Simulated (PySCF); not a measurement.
# Mg3Se3 ((MgSe)3 ring): the cost of one run

Computed with PySCF 2.14.0, with density-fitted response routines of our own, on a single molecule in the gas phase. Atoms are numbered from 0 throughout.

### Step 1. The molecule as given

6 atoms, charge 0, multiplicity 1; geometry from: GFN2-xTB. The atoms were then displaced at random by about 0.03 Å, so the start is not that level's minimum.

Bonds of the start (Å): Mg0–Se1 2.50, Mg0–Se5 2.31, Se1–Mg2 2.42, Mg2–Se3 2.37, Se3–Mg4 2.32, Mg4–Se5 2.39.

### Step 2. Relaxing the molecule at PBE0-D3(BJ)/def2-SVP

Job settings and geometry (Å):

```
{"job": {"xc": "PBE0", "basis": "def2-SVP", "d3": "d3bj", "grid": 1, "maxiter": 40, "shake": 0.03, "kind": "geom"}, "charge": 0, "multiplicity": 1}
Mg     1.630120     0.170690    -1.060540
Se    -0.046430     1.743290    -2.056040
Mg    -1.649960     0.993970    -0.407290
Se    -2.111750    -0.345450     1.497490
Mg     0.014020    -1.263930     1.426600
Se     2.227130    -1.394590     0.530510
```

Run with:

```bash
> OMP_NUM_THREADS=1 python probes_run.py task.json out
```

One launch serves the whole session: the jobs run in the order shown.

Q: Estimate the wall time and peak memory of this first job on 1 thread of Intel Xeon at 2.50GHz, shared host.

About 7.7 min, with a peak of 0.75 GiB.
